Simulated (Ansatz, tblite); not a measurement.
**[RuO3N]- (RuNO3−): a ladder of methods and basis sets**

One table from this session's results is given with a row withheld; the runs are named, their logs left out.

Computed with Ansatz 0.2.0, Gaussian basis. Level: as each input shows.

Levels to be run: GFN1-xTB, GFN2-xTB, PBE-D4/def2-TZVPD, r2SCAN-D4/def2-TZVPD, LDA/def2-TZVPD, BHLYP-D4/def2-TZVPD, r2SCAN0-D4/def2-TZVPD, B97M-V/def2-TZVPD, ωB97X-V/def2-TZVPD, revPBE-D4/def2-TZVPD, BLYP-D4/def2-TZVPD, PBE-D4/def2-SVPD, PBE0-D4/def2-SVPD, CCSD(T)/def2-TZVPD, RPA/def2-TZVPD.

1 further run of the same task is left out (set aside as unsound or not needed). Runs told in other sessions of the task aren't counted.

### The relaxed structure

The geometry is that of the singlet, from an earlier relaxation (PBE-D4/def2-SVPD).

5 atoms, charge -1, spin multiplicity 1.

Bond lengths: Ru1–O2 1.745 Å, Ru1–O3 1.745 Å, Ru1–O4 1.745 Å, Ru1–N5 1.670 Å. Angles: O2–Ru1–O3 110.4°, O2–Ru1–O4 110.4°, O2–Ru1–N5 108.5°, O3–Ru1–O4 110.4°, O3–Ru1–N5 108.5°, O4–Ru1–N5 108.5°.

Formally the metal is d0. Ru takes a core potential in the def2 sets. No spin-orbit coupling is included. The ion is computed in the gas phase, without counter-ions or solvent.

PBE0-D4/def2-TZVPD was run before; its log isn't repeated, and its numbers join the tables.

Set-up of the first run:

Tight binding, by tblite at 300 K electronic temperature and without a spin-polarisation term:

```python
tblite.interface.Calculator('GFN1-xTB', numbers, positions, charge=-1, uhf=0).singlepoint()
```

Tight binding, by tblite at 300 K electronic temperature and without a spin-polarisation term:

```python
tblite.interface.Calculator('GFN2-xTB', numbers, positions, charge=-1, uhf=0).singlepoint()
```

start.molden holds the orbitals of an earlier run on this state, given as this run's starting guess.

in.yaml reads:

```yaml
crystal:
  periodic: [false, false, false]
  atoms:
    - {symbol: Ru, position_ang: [0.000844, 0.001464, 0.000613]}
    - {symbol: O, position_ang: [-0.003364, -0.042726, 1.745261]}
    - {symbol: O, position_ang: [1.637507, -0.012496, -0.605115]}
    - {symbol: O, position_ang: [-0.849660, 1.412513, -0.575014]}
    - {symbol: N, position_ang: [-0.785328, -1.358745, -0.565745]}
basis:
  gaussian: {orbitals: def2-TZVPD, initial_orbitals: start.molden}
total_charge: -1
hamiltonian: {xc: pbe, dispersion: d4}
scf: {omitted_lower_state_checks: [starts]}
output: {orbitals: {seedname: orbitals}}
```

On the command line:

```bash
$ ansatz run in.yaml --threads 4 --pin off --events-out ev --progress --plain --max-ram 3916MiB
```

Steps of the session up to this table: PBE-D4/def2-TZVPD; r2SCAN-D4/def2-TZVPD; LDA/def2-TZVPD; BHLYP-D4/def2-TZVPD; r2SCAN0-D4/def2-TZVPD; B97M-V/def2-TZVPD; ωB97X-V/def2-TZVPD; revPBE-D4/def2-TZVPD; BLYP-D4/def2-TZVPD; PBE-D4/def2-SVPD; PBE0-D4/def2-SVPD; CCSD(T)/def2-TZVPD; RPA/def2-TZVPD.

One table of the session follows, with a row left open; its other results are not shown here.

It belongs to the step «Levels side by side». 

```
                level  HOMO (eV)  LUMO (eV)  gap (eV)
       LDA/def2-TZVPD      -1.82       0.88      2.70
     PBE-D4/def2-SVPD      -1.65       1.02      2.67
    PBE-D4/def2-TZVPD          ?          ?         ?
 revPBE-D4/def2-TZVPD      -1.49       1.20      2.69
   BLYP-D4/def2-TZVPD      -1.49       1.16      2.66
 r2SCAN-D4/def2-TZVPD      -1.87       1.05      2.92
    B97M-V/def2-TZVPD      -1.94       1.03      2.97
    PBE0-D4/def2-SVPD      -3.12       1.51      4.63
   PBE0-D4/def2-TZVPD      -3.03       1.63      4.66
r2SCAN0-D4/def2-TZVPD      -3.25       1.57      4.83
  BHLYP-D4/def2-TZVPD      -4.45       2.22      6.67
   ωB97X-V/def2-TZVPD      -5.36       3.60      8.96
```

**Question.** Estimate the row for PBE-D4/def2-TZVPD.

**Answer.** HOMO (eV): -1.57; LUMO (eV): 1.11; gap (eV): 2.69. In the column «HOMO (eV)» it lies between PBE-D4/def2-SVPD (-1.65) and revPBE-D4/def2-TZVPD (-1.49).
